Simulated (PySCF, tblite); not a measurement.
**C5H9Cl3Si2: geometry, infrared bands and NMR shifts**

Wanted: the infrared bands and NMR shifts of C5H9Cl3Si2 (`CC#C[SiH2][Si@@H](CCl)C(Cl)Cl`), by calculation.

Computed with tblite 0.8.0 and PySCF 2.14.0, with density-fitted response routines of our own, on a single molecule in the gas phase. Atoms count from 0, in the outputs and in this text.

## (1) The molecule as given

19 atoms, charge 0, multiplicity 1; geometry from: force field or distance geometry start.

Bonds of the start (Å): C0–C1 1.48, C1–C2 1.18, C2–Si3 1.88, Si3–Si4 2.31, Si4–C5 1.85, C5–Cl6 1.78, Si4–C7 1.83, C7–Cl8 1.78, C7–Cl9 1.79, C0–H10 1.10, C0–H11 1.09, C0–H12 1.09, Si3–H13 1.49, Si3–H14 1.48, Si4–H15 1.50, C5–H16 1.09, C5–H17 1.10, C7–H18 1.09.

## (2) Relaxing the molecule with GFN2-xTB

What the job is given:

```
{"job": {"kind": "relax", "xc": "GFN2-xTB", "basis": "xTB"}, "charge": 0, "multiplicity": 1}
C      4.078400     0.106100     0.859000
C      2.806500    -0.083200     0.128400
C      1.792100    -0.255500    -0.456800
Si     0.175400    -0.502200    -1.391900
Si    -1.507900     0.532000    -0.191600
C     -3.139800     0.040000    -0.900800
Cl    -3.344300     0.764300    -2.514600
C     -1.297900     0.019800     1.556700
Cl    -2.390900     0.986300     2.572800
Cl    -1.715700    -1.706300     1.754400
H      3.879900     0.306700     1.917600
H      4.698700    -0.784000     0.789700
H      4.621100     0.957400     0.457500
H     -0.121100    -1.962000    -1.484200
H      0.269100     0.054200    -2.756100
H     -1.318000     2.014700    -0.296600
H     -3.963100     0.399600    -0.277200
H     -3.240900    -1.048100    -1.005900
H     -0.291200     0.169300     1.938900
```

Command:

```sh
$ OMP_NUM_THREADS=1 python probes_run.py task.json out
```

This one command runs all jobs of the session in turn.

What it wrote:

```text
step      E/eV     max force
  0    -879.06908    3.563
  1    -879.00098    7.048
  2    -879.27923    0.764
  3    -879.30373    0.461
  4    -879.33017    0.768
  5    -879.34711    0.433
  6    -879.35670    0.269
  7    -879.36755    0.307
  8    -879.37612    0.408
  9    -879.38322    0.290
 10    -879.38929    0.156
 11    -879.39539    0.266
 12    -879.40033    0.237
 13    -879.40285    0.124
 14    -879.40378    0.057
 15    -879.40437    0.081
 16    -879.40500    0.093
 17    -879.40566    0.065
 18    -879.40625    0.048
 19    -879.40674    0.056
 20    -879.40718    0.059
 21    -879.40760    0.047
 22    -879.40800    0.049
 23    -879.40838    0.047
 24    -879.40875    0.057
 25    -879.40913    0.050
 26    -879.40957    0.048
 27    -879.41009    0.047
 28    -879.41068    0.067
 29    -879.41127    0.080
 30    -879.41188    0.072
 31    -879.41257    0.083
 32    -879.41331    0.079
 33    -879.41390    0.057
 34    -879.41422    0.033
 35    -879.41439    0.036
 36    -879.41459    0.051
 37    -879.41491    0.068
 38    -879.41536    0.066
 39    -879.41579    0.048
 40    -879.41614    0.049
 41    -879.41643    0.044
 42    -879.41669    0.047
 43    -879.41688    0.033
 44    -879.41697    0.018
 45    -879.41702    0.018
 46    -879.41707    0.021
 47    -879.41716    0.031
 48    -879.41730    0.036
 49    -879.41747    0.040
 50    -879.41763    0.032
 51    -879.41776    0.028
 52    -879.41790    0.037
 53    -879.41805    0.035
 54    -879.41823    0.038
 55    -879.41840    0.032
 56    -879.41856    0.032
 57    -879.41873    0.046
 58    -879.41896    0.048
 59    -879.41921    0.036
 60    -879.41941    0.034
 61    -879.41955    0.026
 62    -879.41965    0.022
 63    -879.41976    0.033
 64    -879.41990    0.033
 65    -879.42004    0.029
 66    -879.42017    0.026
 67    -879.42028    0.025
 68    -879.42039    0.030
 69    -879.42050    0.021
 70    -879.42055    0.016
 71    -879.42059    0.016
 72    -879.42063    0.018
 73    -879.42069    0.021
 74    -879.42074    0.015
 75    -879.42077    0.013
 76    -879.42080    0.013
 77    -879.42083    0.017
 78    -879.42086    0.019
 79    -879.42090    0.015
 80    -879.42092    0.011
 81    -879.42094    0.010
 82    -879.42096    0.012
 83    -879.42100    0.019
 84    -879.42105    0.021
 85    -879.42110    0.015
 86    -879.42112    0.010
 87    -879.42114    0.013
 88    -879.42117    0.016
 89    -879.42120    0.014
 90    -879.42123    0.008
```

Run time: 1.2 s. Hardware: 1 thread of Arm Neoverse V1, shared host.

Along the way: (not every step is listed) (the energy doesn't fall at every step)

| step | energy from step 0 (eV) | largest force (eV/Å) |
| --- | --- | --- |
| 0 | 0.0000 | 3.5634 |
| 1 | 0.0681 | 7.0485 |
| 2 | -0.2101 | 0.7635 |
| 3 | -0.2346 | 0.4608 |
| 4 | -0.2611 | 0.7679 |
| 5 | -0.2780 | 0.4334 |
| 6 | -0.2876 | 0.2688 |
| 7 | -0.2985 | 0.3072 |
| 8 | -0.3070 | 0.4084 |
| 15 | -0.3353 | 0.0807 |
| 22 | -0.3389 | 0.0494 |
| 29 | -0.3422 | 0.0803 |
| 36 | -0.3455 | 0.0513 |
| 43 | -0.3478 | 0.0333 |
| 50 | -0.3486 | 0.0315 |
| 57 | -0.3496 | 0.0464 |
| 64 | -0.3508 | 0.0334 |
| 71 | -0.3515 | 0.0163 |
| 78 | -0.3518 | 0.0194 |
| 85 | -0.3520 | 0.0148 |
| 86 | -0.3520 | 0.0100 |
| 87 | -0.3521 | 0.0131 |
| 88 | -0.3521 | 0.0158 |
| 89 | -0.3521 | 0.0137 |
| 90 | -0.3522 | 0.0084 |

Close pairs (by a distance rule), those that changed most:

| bond | before (Å) | after (Å) | change (Å) |
| --- | --- | --- | --- |
| Si4–C7 | 1.834 | 1.938 | +0.104 |
| Si4–C5 | 1.846 | 1.914 | +0.068 |
| C2–Si3 | 1.884 | 1.844 | -0.040 |
| C0–C1 | 1.479 | 1.444 | -0.035 |
| Si4–H15 | 1.498 | 1.472 | -0.027 |
| Si3–H13 | 1.492 | 1.469 | -0.023 |
| C1–C2 | 1.184 | 1.206 | +0.023 |
| Si3–Si4 | 2.312 | 2.327 | +0.016 |

The end geometry stands in the next job.

## (3) Vibrational analysis with GFN2-xTB

What the job is given:

```
{"job": {"kind": "ir", "xc": "GFN2-xTB", "basis": "xTB"}, "charge": 0, "multiplicity": 1}
C      4.069799     0.069439     0.842119
C      2.846924    -0.125777     0.098597
C      1.823691    -0.278658    -0.521724
Si     0.249252    -0.509574    -1.452842
Si    -1.418052     0.600706    -0.267779
C     -3.177209     0.094979    -0.827255
Cl    -3.334171     0.485056    -2.563377
C     -1.344994     0.057342     1.590796
Cl    -2.659947     0.798542     2.525325
Cl    -1.475643    -1.713130     1.679949
H      3.841892     0.260845     1.890702
H      4.695088    -0.820285     0.773054
H      4.618033     0.919982     0.437191
H      0.006096    -1.953317    -1.578559
H      0.427135     0.065034    -2.791113
H     -1.422356     2.069864    -0.184837
H     -3.968641     0.637501    -0.314402
H     -3.370287    -0.971481    -0.729240
H     -0.416413     0.322184     2.092649
```

What it wrote:

```text
mode    cm-1     km/mol
  1       4.7      0.04
  2      20.4      0.01
  3      26.7      0.38
  4      33.6      0.20
  5      48.8      2.66
  6      66.0      2.19
  7      81.7      0.78
  8     110.2      1.02
  9     143.9      1.99
 10     148.1      2.51
 11     176.2      3.88
 12     207.8     19.51
 13     245.5     14.07
 14     305.3     12.50
 15     316.1      0.05
 16     319.5      1.96
 17     418.3     35.00
 18     436.2     14.27
 19     543.3     16.44
 20     555.9     22.67
 21     564.3     25.26
 22     588.0    258.84
 23     632.5     81.72
 24     667.8    317.47
 25     680.8    119.78
 26     696.2    106.19
 27     742.0     46.04
 28     752.8     13.20
 29     767.0     42.50
 30     781.5    213.91
 31    1013.0      5.00
 32    1014.6      5.21
 33    1080.6      4.29
 34    1108.1      0.89
 35    1120.1      6.37
 36    1173.4     42.89
 37    1181.8      0.78
 38    1381.8      4.06
 39    1421.3     10.44
 40    1445.8      7.09
 41    1446.8      7.56
 42    2182.6     45.88
 43    2201.4    436.57
 44    2221.8    244.52
 45    2315.6    246.87
 46    2959.7      2.87
 47    2987.0      7.49
 48    2988.6      4.64
 49    3002.8     15.70
 50    3005.0     13.42
 51    3011.4     19.62
```

Run time: 1.5 s. Hardware: 1 thread of Arm Neoverse V1, shared host.

Which atoms move in the most intense modes:

| cm⁻¹ | km/mol | atoms |
| --- | --- | --- |
| 588 | 258.8 | H15 66 %, H14 12 % |
| 668 | 317.5 | C5 30 %, H14 18 %, H13 16 % |
| 681 | 119.8 | C5 27 %, H13 14 %, H14 14 %, Si4 11 % |
| 696 | 106.2 | C7 40 %, H15 34 % |
| 782 | 213.9 | H13 41 %, H14 40 % |
| 2201 | 436.6 | H13 68 %, H15 23 % |
| 2222 | 244.5 | H14 90 % |
| 2316 | 246.9 | C1 53 %, C2 46 % |

## (4) Shielding tensors: PBE0/pcSseg-1

The job, as its differences from that of step 3:

```diff
@@ -1,2 +1,2 @@
-{"job": {"kind": "ir", "xc": "GFN2-xTB", "basis": "xTB"}, "charge": 0, "multiplicity": 1}
+{"job": {"kind": "nmr", "xc": "PBE0", "basis": "pcSseg-1"}, "charge": 0, "multiplicity": 1}
 C      4.069799     0.069439     0.842119
```

With the program's defaults for keys left out, this is: GIAO PBE0/pcSseg-1 NMR shielding, non-relativistic, gas phase.

What it wrote:

```text
coarse grid: 19136 points
cycle   1  E = -2154.3223439203  dE =  9.267e-01  |g| = 4.993e-01  |ddm| = 4.288e+00
cycle   2  E = -2154.2884994716  dE =  3.384e-02  |g| = 6.258e-01  |ddm| = 1.373e+00
cycle   3  E = -2154.3876063584  dE = -9.911e-02  |g| = 1.125e-01  |ddm| = 7.763e-01
cycle   4  E = -2154.3902063581  dE = -2.600e-03  |g| = 4.946e-02  |ddm| = 1.354e-01
cycle   5  E = -2154.3907278105  dE = -5.215e-04  |g| = 2.301e-02  |ddm| = 5.864e-02
cycle   6  E = -2154.3908542264  dE = -1.264e-04  |g| = 5.015e-03  |ddm| = 2.002e-02
cycle   7  E = -2154.3908605648  dE = -6.338e-06  |g| = 1.227e-03  |ddm| = 6.900e-03
final grid: 163480 points
cycle   8  E = -2154.4477183677  dE = -4.309e-05  |g| = 7.937e-03  |ddm| = 3.755e-02
cycle   9  E = -2154.4477111313  dE =  7.236e-06  |g| = 9.068e-03  |ddm| = 1.572e-02
cycle  10  E = -2154.4477315732  dE = -2.044e-05  |g| = 1.810e-03  |ddm| = 9.381e-03
cycle  11  E = -2154.4477322862  dE = -7.130e-07  |g| = 3.701e-04  |ddm| = 2.144e-03
cycle  12  E = -2154.4477323210  dE = -3.477e-08  |g| = 8.016e-05  |ddm| = 4.482e-04
cycle  13  E = -2154.4477323222  dE = -1.207e-09  |g| = 4.387e-05  |ddm| = 1.044e-04
cycle  14  E = -2154.4477323226  dE = -4.184e-10  |g| = 1.618e-05  |ddm| = 4.308e-05
converged SCF energy = -2154.4477323226

GIAO shielding tensors (ppm)
atom      isotropic    diamagn.    paramagn.     s11        s22        s33       span
  0 C      180.689     251.565     -70.876    171.612    172.328    198.128     26.517
  1 C       68.991     275.367    -206.375    -31.156    -26.855    264.985    296.141
  2 C      111.607     258.384    -146.777     30.579     32.569    271.673    241.094
  3 Si     451.279     880.679    -429.400    441.281    442.955    469.600     28.319
  4 Si     374.178     879.324    -505.146    340.937    385.290    396.308     55.371
  5 C      157.980     252.205     -94.224    133.053    142.970    197.917     64.863
  6 Cl     955.357    1144.904    -189.547    854.204    912.417   1099.450    245.246
  7 C      113.741     251.684    -137.943     70.758    131.628    138.837     68.079
  8 Cl     721.239    1146.159    -424.920    409.338    736.078   1018.302    608.965
  9 Cl     732.376    1148.102    -415.725    438.181    744.314   1014.634    576.452
 10 H       29.617      30.989      -1.371     24.142     28.845     35.864     11.722
 11 H       29.587      25.425       4.162     24.515     27.589     36.657     12.142
 12 H       29.599      26.480       3.118     24.476     27.721     36.599     12.123
 13 H       27.204      28.341      -1.137     24.050     26.096     31.466      7.416
 14 H       27.254      27.800      -0.546     22.527     26.869     32.366      9.839
 15 H       27.170      29.706      -2.537     24.396     25.381     31.732      7.336
 16 H       28.060      28.740      -0.680     20.775     28.832     34.573     13.798
 17 H       28.339      30.109      -1.770     22.135     28.599     34.282     12.147
 18 H       25.963      31.925      -5.962     20.866     26.185     30.838      9.972
```

It took 72 s on 1 thread of Arm Neoverse V1, shared host; peak memory 1.2 GiB.

The references, computed at this level on geometries of the same kind, shield at (ppm): ¹H TMS 31.72, ¹³C TMS 186.9, ²⁹Si TMS 349.2, ³⁵Cl HCl 950. Their shielding less the atom's gives the shift. The references are single molecules in the gas phase. Atoms listed in one row are averaged.

| atoms | environment | σ (ppm) | δ (ppm) | δ scaled to CDCl3 |
| --- | --- | --- | --- | --- |
| C1 | alkyne carbon | 69.0 | 117.9 | 113.2 |
| C2 | alkyne carbon | 111.6 | 75.3 | 71.6 |
| C7 | sp3 CH bonded to 2 Cl and Si | 113.7 | 73.2 | 69.5 |
| C5 | sp3 CH2 bonded to Cl and Si | 158.0 | 28.9 | 26.3 |
| C0 | propargylic methyl carbon | 180.7 | 6.2 | 4.2 |
| H18 | hydrogen on an sp3 CH bonded to 2 Cl and Si | 25.96 | 5.75 | 5.53 |
| H15 | hydrogen on a silicon bonded to 2 C, Si | 27.17 | 4.55 | – |
| H13 | hydrogen on a silicon bonded to C, Si | 27.20 | 4.51 | – |
| H14 | hydrogen on a silicon bonded to C, Si | 27.25 | 4.46 | – |
| H16 | hydrogen on an sp3 CH2 bonded to Cl and Si | 28.06 | 3.66 | 3.55 |
| H17 | hydrogen on an sp3 CH2 bonded to Cl and Si | 28.34 | 3.38 | 3.29 |
| H10, H11, H12 | hydrogen on a propargylic methyl carbon | 29.60 | 2.12 | 2.10 |
| Si4 | silicon bonded to 2 C, Si, H | 374.2 | -25.0 | – |
| Si3 | silicon bonded to C, Si, 2 H | 451.3 | -102.1 | – |
| Cl8 | chlorine bonded to C | 721 | 229 | – |
| Cl9 | chlorine bonded to C | 732 | 217 | – |
| Cl6 | chlorine bonded to C | 955 | -6 | – |

The scaled column applies a straight-line fit of computed shieldings to shifts measured in CDCl3, with any fitted terms for Cl, Br or S neighbours (root-mean-square error 0.16 ppm for H, 1.9 ppm for C).

Charges from the same density, by scheme (e):

| atoms | Mulliken | IAO | Hirshfeld | ESP fit |
| --- | --- | --- | --- | --- |
| C0 | -0.16 | -0.44 | -0.09 | -0.57 |
| C1 | -0.14 | 0.01 | -0.02 | 0.25 |
| C2 | -0.42 | -0.38 | -0.19 | -0.45 |
| Si3 | 0.45 | 0.49 | 0.25 | 0.31 |
| Si4 | 0.52 | 0.63 | 0.25 | 0.35 |
| C5 | -0.48 | -0.51 | -0.13 | -0.59 |
| Cl6 | -0.16 | -0.10 | -0.06 | -0.10 |
| C7 | -0.46 | -0.37 | -0.06 | -0.63 |
| Cl8 | -0.07 | -0.07 | -0.04 | 0.01 |
| Cl9 | -0.08 | -0.07 | -0.04 | 0.01 |

Mayer bond orders: C0–C1 1.18, C1–C2 2.55, C2–Si3 0.99, Si3–Si4 0.89, Si4–C5 0.85, C5–Cl6 0.96, Si4–C7 0.73, C7–Cl8 0.99, C7–Cl9 0.98.

## (5) Results

| quantity | value |
| --- | --- |
| strongest single infrared mode (GFN2-xTB) | 2201 cm⁻¹, 437 km/mol |
| zero-point energy (GFN2-xTB) | 73.4 kcal/mol |
| ¹³C shifts against TMS (PBE0/pcSseg-1) | 117.9, 75.3, 73.2, 28.9, 6.2 ppm |
| ¹H shifts against TMS (PBE0/pcSseg-1, means over atoms taken as alike) | 5.75, 4.55, 4.51, 4.46, 3.66, 3.38, 2.12 ppm |
| ²⁹Si shifts against TMS (PBE0/pcSseg-1) | -25.0, -102.1 ppm |
| ³⁵Cl shifts against HCl (PBE0/pcSseg-1) | 229, 217, -6 ppm |

What this shows: The optimisation took 90 steps and gained 0.352 eV; among the close pairs (by a distance rule), Si4–C7 changed most, from 1.834 to 1.938 Å. No mode is imaginary among the 51: a minimum at this level. The strongest single mode, at 2201 cm⁻¹, moves mainly H13. Unscaled tight-binding wavenumbers are off by several per cent, some by more. Its intensities can rank the bands wrongly. C7 stands next to heavy halogen, whose spin-orbit shielding this run leaves out, so the computed shift lies too far downfield, most of all for carbon beside Br or I. H18 (hydrogen on an sp3 CH bonded to 2 Cl and Si) lies farthest downfield among hydrogen, at 5.75 ppm; its carbon carries Cl, which withdraws density. At PBE0/pcSseg-1: Shielding is most anisotropic at Cl8 (span 609 ppm, paramagnetic term -425 ppm).
